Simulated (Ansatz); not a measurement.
Geometry optimisation, DFT PBE, scalar-relativistic, plane waves, PAW (Ansatz).

Input:

```yaml
accuracy: low
crystal:
  lattice:
    - [11.18, 0.0, 0.0]
    - [0.0, 11.18, 0.0]
    - [0.0, 0.0, 11.18]
  atoms:
    - { symbol: Rb, position: [0.0, 0.0, 0.0] }
    - { symbol: Rb, position: [0.5, 0.0, 0.0] }
    - { symbol: Rb, position: [0.0, 0.5, 0.0] }
    - { symbol: Rb, position: [0.0, 0.0, 0.5] }
    - { symbol: Rb, position: [0.25, 0.25, 0.25] }
    - { symbol: Rb, position: [0.5, 0.5, 0.0] }
    - { symbol: Rb, position: [0.5, 0.0, 0.5] }
    - { symbol: Rb, position: [0.75, 0.25, 0.25] }
    - { symbol: Rb, position: [0.0, 0.5, 0.5] }
    - { symbol: Rb, position: [0.25, 0.75, 0.25] }
    - { symbol: Rb, position: [0.25, 0.25, 0.75] }
    - { symbol: Rb, position: [0.5, 0.5, 0.5] }
    - { symbol: Rb, position: [0.75, 0.75, 0.25] }
    - { symbol: Rb, position: [0.75, 0.25, 0.75] }
    - { symbol: Rb, position: [0.25, 0.75, 0.75] }
    - { symbol: Rb, position: [0.75, 0.75, 0.75] }
    - { symbol: H, position: [0.0032816, 0.7420161, 0.8800985] }
basis:
  ecutwfc: 420.0
kpoints:
  mp_grid: { grid: [2, 2, 2] }
hamiltonian:
  xc: pbe
scf:
  occupations: { method: fermi_dirac, width: 0.05 }
  lower_state_search: "off"
relax:
  f_tol: 0.08
  max_steps: 25
  adjacent_minimum: "off"
output:
  write_density: true
  write_potential: true
  elf: true
  volumetric_format: npy
```

Command:

```bash
$ ansatz run input.yaml --threads 4 --pin off --max-ram 10240MiB --backend cpu --events-out ev --progress --plain --runs-dir out
```

Task: Where does it end, and by what steps?

Result: The run converged. Limits of this set-up: coarse k mesh, odd electron count without spin, a small cell, in which the defect meets its images, low accuracy level. After 2 steps the energy has fallen by 0.139 eV; Rb16 moved furthest, 0.25 Å.

```
step  energy less start (eV)  largest force component (eV/Å)  accepted
   0                  0.0000                           0.206       yes
   1                 -0.0475                           0.178       yes
   2                 -0.1388                           0.043       yes
```

```xyz
17
Lattice="11.1800 0.0000 0.0000 0.0000 11.1800 0.0000 0.0000 0.0000 11.1800" Properties=species:S:1:pos:R:3
Rb 0.001 -0.222 -0.105
Rb 5.592 -0.024 -0.003
Rb 0.000 5.779 -0.090
Rb 0.001 0.008 5.549
Rb 2.788 2.792 2.753
Rb 5.592 5.609 -0.004
Rb 5.591 -0.013 5.634
Rb 8.394 2.792 2.754
Rb 0.001 5.582 5.555
Rb 2.801 8.383 2.828
Rb 2.775 2.790 8.388
Rb 5.591 5.599 5.636
Rb 8.379 8.383 2.831
Rb 8.407 2.790 8.388
Rb 2.578 8.385 8.492
Rb 8.612 8.384 8.495
H 0.016 8.359 9.818
```

Whether the end is a true minimum wasn't checked by a vibrational analysis.

Run time: 30 s on 4 threads of Intel(R) Xeon(R) 6975P-C (Granite Rapids) (shared host), peak memory 2.9 GiB.
